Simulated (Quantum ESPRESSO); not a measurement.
# AlCu2 (P4/mmm) in Quantum ESPRESSO: phonons with PBE

Aim: the phonons of AlCu2 with PBE.

Everything below comes from runs of Quantum ESPRESSO 7.5. Logs are shortened: lines on timing, memory, paths and dates and some standing lists are left out, and cuts for length are marked.

## 1. The structure

Symmetry: P4/mmm, No. 123, tetragonal system. The conventional cell has a = 2.787 Å, b = 2.787 Å, c = 6.117 Å, α = 90.00°, β = 90.00°, γ = 90.00°. Around Al (site symmetry 4/mmm) lie 2 Cu at 1.89 Å. Cu (site symmetry 4mm) has 1 Al at 1.89 Å as nearest neighbours.

The cell was built by a generator and needn't be a form met in nature.

## 2. Phonons, PBE

pw.in

```
&CONTROL
  calculation = 'scf'
  prefix = 'pwscf'
  outdir = './tmp'
  pseudo_dir = './pseudo'
  tprnfor = .true.
  tstress = .true.
  disk_io = 'low'
/
&SYSTEM
  ibrav = 0
  celldm(1) = 8
  nat = 3
  ntyp = 2
  ecutwfc = 55
  ecutrho = 440
  nbnd = 19
  occupations = 'smearing'
  smearing = 'mv'
  degauss = 0.00999582
/
&ELECTRONS
  conv_thr = 6d-10
  electron_maxstep = 120
  mixing_beta = 0.5
  diagonalization = 'rmm-davidson'
/
ATOMIC_SPECIES
Al    26.9815 Al.pbe-n-kjpaw_psl.1.0.0.UPF
Cu    63.5460 Cu.paw.z_11.ld1.psl.v1.0.0-low.upf
CELL_PARAMETERS alat
  0.6583172996160   0.0000000000000   0.0000000000000
  0.0000000000000   0.6583172996160   0.0000000000000
  0.0000000000000   0.0000000000000   1.4448746336700
ATOMIC_POSITIONS crystal
Al     0.0000000000    0.0000000000    0.5000000000
Cu     0.0000000000    0.0000000000    0.8091535500
Cu     0.0000000000    0.0000000000    0.1908464500
K_POINTS automatic
8 8 4 1 1 1
```

relax.in

```
&CONTROL
  calculation = 'vc-relax'
  prefix = 'pwscf'
  outdir = './tmp'
  pseudo_dir = './pseudo'
  tprnfor = .true.
  tstress = .true.
  disk_io = 'low'
  nstep = 40
  forc_conv_thr = 0.0001
  etot_conv_thr = 1d-06
/
&SYSTEM
  ibrav = 0
  celldm(1) = 8
  nat = 3
  ntyp = 2
  ecutwfc = 55
  ecutrho = 440
  nbnd = 19
  occupations = 'smearing'
  smearing = 'mv'
  degauss = 0.00999582
/
&ELECTRONS
  conv_thr = 6d-10
  electron_maxstep = 120
  mixing_beta = 0.5
  diagonalization = 'rmm-davidson'
/
&IONS
  ion_dynamics = 'bfgs'
/
&CELL
  cell_dynamics = 'bfgs'
  press = 0
  press_conv_thr = 0.2
/
ATOMIC_SPECIES
Al    26.9815 Al.pbe-n-kjpaw_psl.1.0.0.UPF
Cu    63.5460 Cu.paw.z_11.ld1.psl.v1.0.0-low.upf
CELL_PARAMETERS alat
  0.6583172996160   0.0000000000000   0.0000000000000
  0.0000000000000   0.6583172996160   0.0000000000000
  0.0000000000000   0.0000000000000   1.4448746336700
ATOMIC_POSITIONS crystal
Al     0.0000000000    0.0000000000    0.5000000000
Cu     0.0000000000    0.0000000000    0.8091535500
Cu     0.0000000000    0.0000000000    0.1908464500
K_POINTS automatic
8 8 4 1 1 1
```

scf2.in

```
&CONTROL
  calculation = 'scf'
  prefix = 'pwscf'
  outdir = './tmp'
  pseudo_dir = './pseudo'
  tprnfor = .true.
  tstress = .true.
  disk_io = 'low'
/
&SYSTEM
  ibrav = 0
  celldm(1) = 8
  nat = 3
  ntyp = 2
  ecutwfc = 55
  ecutrho = 440
  nbnd = 19
  occupations = 'smearing'
  smearing = 'mv'
  degauss = 0.00999582
/
&ELECTRONS
  conv_thr = 1d-13
  electron_maxstep = 120
  mixing_beta = 0.5
  diagonalization = 'rmm-davidson'
  startingpot = 'file'
  startingwfc = 'file'
/
ATOMIC_SPECIES
Al    26.9815 Al.pbe-n-kjpaw_psl.1.0.0.UPF
Cu    63.5460 Cu.paw.z_11.ld1.psl.v1.0.0-low.upf
CELL_PARAMETERS alat
  0.6007034999581   0.0000000000000   0.0000000000000
  0.0000000000000   0.6007034999581   0.0000000000000
  0.0000000000000   0.0000000000000   1.7329897479620
ATOMIC_POSITIONS crystal
Al     0.0000000000    0.0000000000    0.5000000000
Cu     0.0000000000    0.0000000000    0.8363104958
Cu     0.0000000000    0.0000000000    0.1636895042
K_POINTS automatic
8 8 4 1 1 1
```

ph.in

```
phonons of AlCu2
&INPUTPH
  prefix = 'pwscf'
  outdir = './tmp'
  tr2_ph = 1d-18
  fildyn = 'dyn'
  niter_ph = 90
  alpha_mix(1) = 0.4
/
0.0000000000 0.0000000000 0.0000000000
```

dynmat.in

```
&INPUT
  fildyn = 'dyn'
  asr = 'crystal'
  filout = 'dynmat.disp'
  fileig = 'dynmat.eig'
/
```

relax_v0.99.in

```
&CONTROL
  calculation = 'relax'
  prefix = 'pwscf'
  outdir = './tmp'
  pseudo_dir = './pseudo'
  tprnfor = .true.
  tstress = .true.
  disk_io = 'low'
  nstep = 30
  forc_conv_thr = 0.0001
  etot_conv_thr = 1d-06
/
&SYSTEM
  ibrav = 0
  celldm(1) = 8
  nat = 3
  ntyp = 2
  ecutwfc = 55
  ecutrho = 440
  nbnd = 19
  occupations = 'smearing'
  smearing = 'mv'
  degauss = 0.00999582
/
&ELECTRONS
  conv_thr = 1d-13
  electron_maxstep = 120
  mixing_beta = 0.5
  diagonalization = 'rmm-davidson'
/
&IONS
  ion_dynamics = 'bfgs'
/
ATOMIC_SPECIES
Al    26.9815 Al.pbe-n-kjpaw_psl.1.0.0.UPF
Cu    63.5460 Cu.paw.z_11.ld1.psl.v1.0.0-low.upf
CELL_PARAMETERS alat
  0.5986944431562   0.0000000000000   0.0000000000000
  0.0000000000000   0.5986944431562   0.0000000000000
  0.0000000000000   0.0000000000000   1.7271937523355
ATOMIC_POSITIONS crystal
Al     0.0000000000    0.0000000000    0.5000000000
Cu     0.0000000000    0.0000000000    0.8363104958
Cu     0.0000000000    0.0000000000    0.1636895042
K_POINTS automatic
8 8 4 1 1 1
```

ph_v0.99.in

```
phonons at 0.99 of the volume
&INPUTPH
  prefix = 'pwscf'
  outdir = './tmp'
  tr2_ph = 1d-18
  fildyn = 'dyn_v0.99'
  niter_ph = 90
  alpha_mix(1) = 0.4
/
0.0000000000 0.0000000000 0.0000000000
```

relax_v1.01.in

```
&CONTROL
  calculation = 'relax'
  prefix = 'pwscf'
  outdir = './tmp'
  pseudo_dir = './pseudo'
  tprnfor = .true.
  tstress = .true.
  disk_io = 'low'
  nstep = 30
  forc_conv_thr = 0.0001
  etot_conv_thr = 1d-06
/
&SYSTEM
  ibrav = 0
  celldm(1) = 8
  nat = 3
  ntyp = 2
  ecutwfc = 55
  ecutrho = 440
  nbnd = 19
  occupations = 'smearing'
  smearing = 'mv'
  degauss = 0.00999582
/
&ELECTRONS
  conv_thr = 1d-13
  electron_maxstep = 120
  mixing_beta = 0.5
  diagonalization = 'rmm-davidson'
/
&IONS
  ion_dynamics = 'bfgs'
/
ATOMIC_SPECIES
Al    26.9815 Al.pbe-n-kjpaw_psl.1.0.0.UPF
Cu    63.5460 Cu.paw.z_11.ld1.psl.v1.0.0-low.upf
CELL_PARAMETERS alat
  0.6026992073095   0.0000000000000   0.0000000000000
  0.0000000000000   0.6026992073095   0.0000000000000
  0.0000000000000   0.0000000000000   1.7387472312770
ATOMIC_POSITIONS crystal
Al     0.0000000000    0.0000000000    0.5000000000
Cu     0.0000000000    0.0000000000    0.8363104958
Cu     0.0000000000    0.0000000000    0.1636895042
K_POINTS automatic
8 8 4 1 1 1
```

ph_v1.01.in

```
phonons at 1.01 of the volume
&INPUTPH
  prefix = 'pwscf'
  outdir = './tmp'
  tr2_ph = 1d-18
  fildyn = 'dyn_v1.01'
  niter_ph = 90
  alpha_mix(1) = 0.4
/
0.0000000000 0.0000000000 0.0000000000
```

Potentials or basis: SSSP 1.3 efficiency PBE.

Command:

```bash
$ OMP_NUM_THREADS=1 pw.x -in pw.in > pw.out
$ OMP_NUM_THREADS=1 pw.x -in relax.in > relax.out
$ OMP_NUM_THREADS=1 pw.x -in scf2.in > scf2.out
$ OMP_NUM_THREADS=1 ph.x -in ph.in > ph.out
$ OMP_NUM_THREADS=1 dynmat.x -in dynmat.in > dynmat.out
$ OMP_NUM_THREADS=1 pw.x -in relax_v0.99.in > relax_v0.99.out
$ OMP_NUM_THREADS=1 ph.x -in ph_v0.99.in > ph_v0.99.out
$ OMP_NUM_THREADS=1 pw.x -in relax_v1.01.in > relax_v1.01.out
$ OMP_NUM_THREADS=1 ph.x -in ph_v1.01.in > ph_v1.01.out
```

pw.out:

```text
This program is part of the open-source Quantum ESPRESSO suite
     for quantum simulation of materials; please cite
         "P. Giannozzi et al., J. Phys.:Condens. Matter 21 395502 (2009);
         "P. Giannozzi et al., J. Phys.:Condens. Matter 29 465901 (2017);
         "P. Giannozzi et al., J. Chem. Phys. 152 154105 (2020);
     in publications or presentations arising from this work. More details at

     file Al.pbe-n-kjpaw_psl.1.0.0.UPF: wavefunction(s)  3S 3P renormalized
     file Cu.paw.z_11.ld1.psl.v1.0.0-low.upf: wavefunction(s)  4S 3D renormalized
     Message from routine setup:
     using ibrav=0 with symmetry is DISCOURAGED, use correct ibrav instead

     G-vector sticks info
     --------------------
     sticks:   dense  smooth     PW     G-vecs:    dense   smooth      PW
     Sum         973     489    145                49977    17647    2975

     Using Slab Decomposition

     bravais-lattice index     =            0
     lattice parameter (alat)  =       8.0000  a.u.
     unit-cell volume          =     320.6053 (a.u.)^3
     number of atoms/cell      =            3
     number of atomic types    =            2
     number of electrons       =        25.00
     number of Kohn-Sham states=           19
     kinetic-energy cutoff     =      55.0000  Ry
     charge density cutoff     =     440.0000  Ry
     scf convergence threshold =      6.0E-10
     mixing beta               =       0.5000
     number of iterations used =            8  plain     mixing
     Exchange-correlation= SLA  PW   PBX  PBC
                           (   1   4   3   4   0   0   0)

     celldm(1)=   8.000000  celldm(2)=   0.000000  celldm(3)=   0.000000
     celldm(4)=   0.000000  celldm(5)=   0.000000  celldm(6)=   0.000000

     crystal axes: (cart. coord. in units of alat)
               a(1) = (   0.658317   0.000000   0.000000 )
               a(2) = (   0.000000   0.658317   0.000000 )
               a(3) = (   0.000000   0.000000   1.444875 )

     reciprocal axes: (cart. coord. in units 2 pi/alat)
               b(1) = (  1.519024  0.000000  0.000000 )
               b(2) = (  0.000000  1.519024  0.000000 )
               b(3) = (  0.000000  0.000000  0.692102 )

     PseudoPot. # 1 for Al read from file:
     Al.pbe-n-kjpaw_psl.1.0.0.UPF
     Pseudo is Projector augmented-wave + core cor, Zval =  3.0
     Generated using "atomic" code by A. Dal Corso  v.5.1
     Shape of augmentation charge: PSQ
     Using radial grid of 1135 points,  6 beta functions with:
                l(1) =   0
                l(2) =   0
                l(3) =   1
                l(4) =   1
                l(5) =   2
                l(6) =   2
     Q(r) pseudized with 0 coefficients

     PseudoPot. # 2 for Cu read from file:
     Cu.paw.z_11.ld1.psl.v1.0.0-low.upf
     Pseudo is Projector augmented-wave + core cor, Zval = 11.0
     Generated using &quot;atomic&quot; code by A. Dal Corso  v.6.3MaX
     Shape of augmentation charge: PSQ
     Using radial grid of 1199 points,  6 beta functions with:
                l(1) =   0
                l(2) =   0
                l(3) =   1
                l(4) =   1
                l(5) =   2
                l(6) =   2
     Q(r) pseudized with 0 coefficients

     atomic species   valence    mass     pseudopotential
     Al                3.00    26.98150     Al( 1.00)
     Cu               11.00    63.54600     Cu( 1.00)

     16 Sym. Ops., with inversion, found

   Cartesian axes

     site n.     atom                  positions (alat units)
         1        Al     tau(   1) = (   0.0000000   0.0000000   0.7224373  )
         2        Cu     tau(   2) = (   0.0000000   0.0000000   1.1691254  )
         3        Cu     tau(   3) = (   0.0000000   0.0000000   0.2757492  )

     number of k points=    20  Marzari-Vanderbilt smearing, width (Ry)=  0.0100
                       cart. coord. in units 2pi/alat
        k(    1) = (   0.0949390   0.0949390   0.0865127), wk =   0.0625000
        k(    2) = (   0.0949390   0.0949390   0.2595381), wk =   0.0625000
        k(    3) = (   0.0949390   0.2848171   0.0865127), wk =   0.1250000
        k(    4) = (   0.0949390   0.2848171   0.2595381), wk =   0.1250000
        k(    5) = (   0.0949390   0.4746951   0.0865127), wk =   0.1250000
        k(    6) = (   0.0949390   0.4746951   0.2595381), wk =   0.1250000
[... 12 lines left out ...]
        k(   19) = (   0.6645731   0.6645731   0.0865127), wk =   0.0625000
        k(   20) = (   0.6645731   0.6645731   0.2595381), wk =   0.0625000

     Dense  grid:    49977 G-vectors     FFT dimensions: (  36,  36,  80)

     Smooth grid:    17647 G-vectors     FFT dimensions: (  25,  25,  60)

     Initial potential from superposition of free atoms

     starting charge      24.9973, renormalised to      25.0000
     Starting wfcs are   22 randomized atomic wfcs

     Self-consistent Calculation

     iteration #  1     ecut=    55.00 Ry     beta= 0.50
     Davidson diagonalization with overlap
     ethr =  1.00E-02,  avg # of iterations =  5.3

     Threshold (ethr) on eigenvalues was too large:
     Diagonalizing with lowered threshold

     Davidson diagonalization with overlap
     ethr =  7.18E-04,  avg # of iterations =  1.6

     total energy              =    -465.29757440 Ry
     estimated scf accuracy    <       0.19799881 Ry

     iteration #  2     ecut=    55.00 Ry     beta= 0.50
     Davidson diagonalization with overlap
     ethr =  7.92E-04,  avg # of iterations =  2.1
[... 99 lines left out ...]
     total energy              =    -465.38929439 Ry
     estimated scf accuracy    <          2.9E-09 Ry

     iteration # 17     ecut=    55.00 Ry     beta= 0.50
     RMM-DIIS diagonalization
     ethr =  1.18E-11,  avg # of iterations =  2.8

     End of self-consistent calculation

          k = 0.0949 0.0949 0.0865 (  2205 PWs)   bands (ev):

    -0.9897   2.9233   3.8002   4.3610   4.6649   4.7226   4.8495   4.9000
     5.3322   5.4034   5.4790   5.9052   5.9808  14.2175  14.9742  16.3750
    18.1116  18.8049  20.1919

          k = 0.0949 0.0949 0.2595 (  2204 PWs)   bands (ev):

    -0.7344   1.7500   3.8708   4.3534   4.6891   4.8163   4.8611   4.8780
     5.3831   5.3978   5.9076   5.9781   7.3772  11.2980  15.1078  16.5977
    18.7720  19.1802  19.3741
[... 103 lines left out ...]
          k = 0.6646 0.6646 0.2595 (  2213 PWs)   bands (ev):

     3.5669   4.0465   4.1706   4.3302   4.5780   4.6258   4.7008   4.9495
     6.1026   6.1899   7.6924   8.9900   9.4331  10.4575  11.1533  12.5898
    12.9008  13.7076  16.4205

     the Fermi energy is     8.1060 ev

!    total energy              =    -465.38929439 Ry
     total all-electron energy =     -7105.291608 Ry
     estimated scf accuracy    <          4.6E-12 Ry
     smearing contrib. (-TS)   =       0.00033155 Ry
     internal energy E=F+TS    =    -465.38962594 Ry

     The total energy is F=E-TS. E is the sum of the following terms:
     one-electron contribution =    -112.62666438 Ry
     hartree contribution      =      87.39450101 Ry
     xc contribution           =     -91.91028921 Ry
     ewald contribution        =    -133.82072943 Ry
     one-center paw contrib.   =    -214.42644393 Ry

     convergence has been achieved in  17 iterations

     Forces acting on atoms (cartesian axes, Ry/au):

     atom    1 type  1   force =     0.00000000    0.00000000    0.00000000
     atom    2 type  2   force =     0.00000000    0.00000000    0.23182924
     atom    3 type  2   force =     0.00000000    0.00000000   -0.23182924

     Total force =     0.327856     Total SCF correction =     0.000012

     Computing stress (Cartesian axis) and pressure

          total   stress  (Ry/bohr**3)                   (kbar)     P=      243.42
  -0.00057763   0.00000000   0.00000000          -84.97        0.00        0.00
   0.00000000  -0.00057763   0.00000000            0.00      -84.97        0.00
   0.00000000   0.00000000   0.00611951            0.00        0.00      900.21

=------------------------------------------------------------------------------=
   JOB DONE.
=------------------------------------------------------------------------------=
```

Wall time 38 min (1 thread of Arm Neoverse V2, shared host); peak memory 0.23 GiB.

Results:

| Item | Value |
| --- | --- |
| Free energy | -6334.6743 eV |
| Relaxed volume | 15.81 Å³/atom |
| Relaxed cell | a = 2.543 Å, b = 2.543 Å, c = 7.336 Å, α = 90.00°, β = 90.00°, γ = 90.00° |
| Space group after relaxing (to 0.05 Å) | P4/mmm (No. 123) |
| Pressure after relaxing | 0.1 GPa |
| Band gap on the k mesh | none (metal or under the smearing width) |
| Highest phonon frequency at Γ | 273 cm⁻¹ |
| Most unstable mode | 103i cm⁻¹ |

Stress tensor (GPa, compression positive):
```
-0.08  0.00  0.00
 0.00 -0.08  0.00
 0.00  0.00  0.44
```

Step by step:
```tsv
step	energy change (eV)	largest force (eV/Å)	pressure (GPa)	volume (Å³)
1	0.0000	5.9606	24.34	47.51
2	-2.3793	0.5759	-3.12	52.72
3	-2.5221	0.3483	-3.27	51.46
4	-2.6332	0.2025	-2.60	49.90
5	-2.7043	0.0352	0.10	47.47
6	-2.7062	0.0149	0.48	47.20
7	-2.7069	0.0036	0.54	47.13
8	-2.7073	0.0031	0.31	47.26
9	-2.7075	0.0033	0.01	47.44
10	-2.7075	0.0023	0.00	47.44
```

Final structure:
```xyz
3
Lattice="2.5430 0.0000 0.0000 0.0000 2.5430 0.0000 0.0000 0.0000 7.3365" Properties=species:S:1:pos:R:3 pbc="T T T"
Al    0.0000    0.0000    3.6682
Cu    0.0000    0.0000    6.1356
Cu    0.0000    0.0000    1.2009
```

Phonon frequencies in cm⁻¹ (negative: imaginary):
```
              q point                       frequencies
(0.000, 0.000, 0.000)  -103 -103 -79 -79 -3 4 4 198 273
```

Mode Grüneisen parameters of phonons at Γ, in order of frequency: n/a, n/a, n/a, n/a, n/a, n/a, n/a, 2.19, 2.08

Optical modes at Γ, degenerate ones joined:
```
cm⁻¹  components  symmetry  active in
103i           2        Eu         IR
 79i           2        Eg      Raman
 198           1       A1g      Raman
 273           1       A2u         IR
```

Frequencies at 99 % and 101 % of the volume (pressures 0.9 and -0.7 GPa), ions relaxed:
```tsv
mode	99 % (cm⁻¹)	101 % (cm⁻¹)	Grüneisen parameter
8	202.9	194.1	2.19
9	278.9	267.6	2.08
```

Caveat: the mesh is thin for the phonons of a metal; some modes are imaginary.
